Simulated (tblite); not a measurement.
# C7H14Si2: the cost of one run

The runs use tblite 0.8.0 and PySCF 2.14.0, with density-fitted response routines of our own; the level of theory stands in each step. All values are computed, except where a source is named. Atoms are numbered from 0 throughout.

**1. The starting structure**

23 atoms, charge 0, multiplicity 1; geometry from: force field or distance geometry start.

Bonds of the start (Å): Si0–C1 1.90, C1–C2 1.48, C2–C3 1.35, C3–Si4 1.88, Si4–C5 1.87, C5–C6 1.52, C6–C7 1.49, C7–C8 1.51, C7–C2 1.50, C8–C5 1.53, Si0–H9 1.46, Si0–H10 1.46, Si0–H11 1.45, C1–H12 1.10, C1–H13 1.10, C3–H14 1.08, Si4–H15 1.44, Si4–H16 1.47, C5–H17 1.06, C6–H18 1.10, C6–H19 1.13, C7–H20 1.10, C8–H21 1.12, C8–H22 1.09.

**2. Relaxing the molecule with GFN2-xTB**

The job: settings as JSON, then the geometry in Å.

```
{"job": {"kind": "relax", "xc": "GFN2-xTB", "basis": "xTB"}, "charge": 0, "multiplicity": 1}
Si     3.041700    -0.145200     0.610800
C      1.954100    -0.073400    -0.940800
C      0.523000    -0.168300    -0.585700
C     -0.273600    -1.155000    -1.060800
Si    -2.078200    -1.226700    -0.555600
C     -2.256800     0.321800     0.484000
C     -1.019800     0.254500     1.370900
C     -0.176900     0.832500     0.286700
C     -1.457800     1.369900    -0.300800
H      3.165700     1.202300     1.163300
H      2.489700    -1.114700     1.559400
H      4.359300    -0.621600     0.223800
H      2.285000    -0.910400    -1.565200
H      2.216300     0.882800    -1.428600
H      0.151100    -1.908700    -1.702500
H     -2.971300    -1.270000    -1.686400
H     -2.178600    -2.371600     0.353700
H     -3.196800     0.575200     0.893700
H     -0.721600    -0.752500     1.707900
H     -1.054500     0.962200     2.248100
H      0.484200     1.668200     0.572500
H     -1.703100     2.418200     0.016200
H     -1.585700     1.257600    -1.381900
```

Launch:

```sh
$ OMP_NUM_THREADS=1 python probes_run.py task.json out
```

One launch serves the whole session: the jobs run in the order shown.

Q: Estimate the wall time and peak memory of this first job on 1 thread of Intel Xeon at 2.50GHz, shared host.

About 3.2 s, with a peak of 0.18 GiB.
